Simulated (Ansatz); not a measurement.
# SbS2: the cost of one run

Method: DFT PBE, scalar-relativistic, plane waves, PAW, in Ansatz 0.2.0.

### Step 1. The structure to begin with

The structure is orthorhombic, space group Pnnm (No. 58). The conventional cell has a = 5.967 Å, b = 6.148 Å, c = 4.016 Å, α = 90.00°, β = 90.00°, γ = 90.00°. Around Sb (site symmetry 2/m) lie 6 S at 2.59 to 2.64 Å. S (site symmetry m) has 3 Sb at 2.59 to 2.64 Å as nearest neighbours.

Structure file:

```xyz
6
Lattice="5.9668 0.0000 0.0000 0.0000 6.1485 0.0000 0.0000 0.0000 4.0161" Properties=species:S:1:pos:R:3 pbc="T T T"
Sb    2.9834    3.0742    2.0081
Sb    0.0000    0.0000    0.0000
S     1.3425    5.0725    2.0081
S     4.3259    4.1502    0.0000
S     4.6243    1.0760    2.0081
S     1.6409    1.9983    0.0000
```

(A quick probe on a coarse mesh, which set the mesh and smearing, is not shown.)

### Step 3. Relaxing cell and atoms

Input file input.yaml:

```yaml
crystal:
  lattice:
    - [5.9668100683, 0.0, 0.0]
    - [0.0, 6.1484917851, 0.0]
    - [0.0, 0.0, 4.0161221614]
  atoms:
    - { symbol: Sb, position: [0.5, 0.5, 0.5] }
    - { symbol: Sb, position: [0.0, 0.0, 0.0] }
    - { symbol: S, position: [0.225, 0.825, 0.5] }
    - { symbol: S, position: [0.725, 0.675, 0.0] }
    - { symbol: S, position: [0.775, 0.175, 0.5] }
    - { symbol: S, position: [0.275, 0.325, 0.0] }
basis:
  ecutwfc: 420
kpoints:
  mp_grid: { grid: [6, 6, 10] }
hamiltonian:
  xc: pbe
scf:
  occupations: { method: gaussian, width: 0.1 }
output:
  forces: true
  stress: true
  eigenvalues: true
relax:
  adjacent_minimum: "off"
  f_tol: 0.01
  max_steps: 80
  cell: { stress_tol: 0.05 }
```

Launch:

```console
$ ansatz run input.yaml --threads 1 --pin off --max-ram 2560MiB --backend cpu --events-out ev --progress --plain --runs-dir out
```

Q: Estimate wall time and peak memory on 1 thread of AMD EPYC 7B13 (Zen 3), shared host.

About 91 s, with a peak of 0.69 GiB.
